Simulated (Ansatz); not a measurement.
# Sr (fcc type): how the settings move a single-point run

How sensitive is a single-point run of Sr (fcc type) to its settings? A reference run comes first, then one run with altered input.

Computed with Ansatz 0.2.0 (reference: DFT, PBEsol, PAW with Ansatz's default frozen-core files, scalar-relativistic, unless a step's input says otherwise).

## 1. The starting structure

It takes space group Fm-3m (No. 225, cubic). Conventional cell: a = 5.759 Å, b = 5.759 Å, c = 5.759 Å, α = 90.00°, β = 90.00°, γ = 90.00°. Sr (site symmetry m-3m) has 12 Sr at 4.07 Å in its first shell of neighbours.

As a file:

```
Sr
1.0
     0.00000    2.87952    2.87952
     2.87952    0.00000    2.87952
     2.87952    2.87952    0.00000
Sr
1
Direct
  0.00000 0.00000 0.00000
```

## 2. The reference run

Input file input.yaml:

```yaml
crystal:
  lattice:
    - [0.0, 2.8795203606, 2.8795203606]
    - [2.8795203606, 0.0, 2.8795203606]
    - [2.8795203606, 2.8795203606, 0.0]
  atoms:
    - { symbol: Sr, position: [0.0, 0.0, 0.0] }
kpoints:
  mp_grid: { grid: [11, 11, 11] }
  band_path:
    path:
      - [0.0, 0.0, 0.0]
      - [0.5, 0.0, 0.5]
      - [0.625, 0.25, 0.625]
      - [0.375, 0.375, 0.75]
      - [0.0, 0.0, 0.0]
      - [0.5, 0.5, 0.5]
      - [0.5, 0.25, 0.75]
      - [0.5, 0.0, 0.5]
    npoints: 8
scf:
  occupations: { method: fermi_dirac, width: 0.05 }
hamiltonian:
  xc: pbesol
  pseudopotentials: { kind: paw }
output:
  forces: true
  stress: true
  eigenvalues: true
  populations: true
  dos: { projected: true, de: 0.2, e_range: [-14, 8] }
```

Command:

```sh
$ ansatz run input.yaml --threads 1 --pin off --max-ram 2048MiB --backend cpu --events-out ev --progress --plain --runs-dir out
```

## 3. Changing settings: starting moments, xc r2scan, spin_polarized true

Changes to input.yaml since step 2:

```diff
@@ -6,3 +6,3 @@
   atoms:
-    - { symbol: Sr, position: [0.0, 0.0, 0.0] }
+    - { symbol: Sr, position: [0.0, 0.0, 0.0], spin: 4.0 }
 kpoints:
@@ -23,3 +23,3 @@
 hamiltonian:
-  xc: pbesol
+  xc: r2scan
   pseudopotentials: { kind: paw }
@@ -30,2 +30,7 @@
   populations: true
-  dos: { projected: true, de: 0.2, e_range: [-14, 8] }
+  write_density: true
+  write_potential: true
+  elf: true
+  volumetric_format: npy
+magnetization:
+  spin_polarized: true
```

What does the calculation give? Wanted: for each run, ending; energy change; pressure; gap; force.

**Answer**, as computed:

```tsv
run	ending	energy change	pressure (GPa)	gap (eV)	force (eV/Å)	cycles	time
reference	converged	-	1.2	0.13	0.00	6	1.6 s
1: starting moments, xc r2scan, spin_polarized true	converged	not comparable	2.6	0.11	0.00	23	15 s
```

Times don't compare one to one where runs were asked for different outputs or read a saved state (see the inputs); cycles may leave out searches for a lower state.

Residual by cycle in the longest SCF loop of each run; runs are numbered as in the table. The quantity is the density residual dr2, in eV.

```tsv
cycle	reference	run 1
1	0.0011	0.0128
3	4.2e-6	0.00471
5	4.0e-10	5.0e-5
7	-	4.1e-5
9	-	1.3e-4
11	-	1.1e-4
13	-	1.4e-6
15	-	3.0e-8
17	-	1.1e-7
19	-	5.6e-8
21	-	6.7e-10
23	-	2.8e-11
```

**Reading.** A change of functional puts the total energy on another scale; the pressure goes from 1.2 to 2.6 GPa and the gap on the mesh goes from 0.13 to 0.11 eV. The spin polarisation changed too.
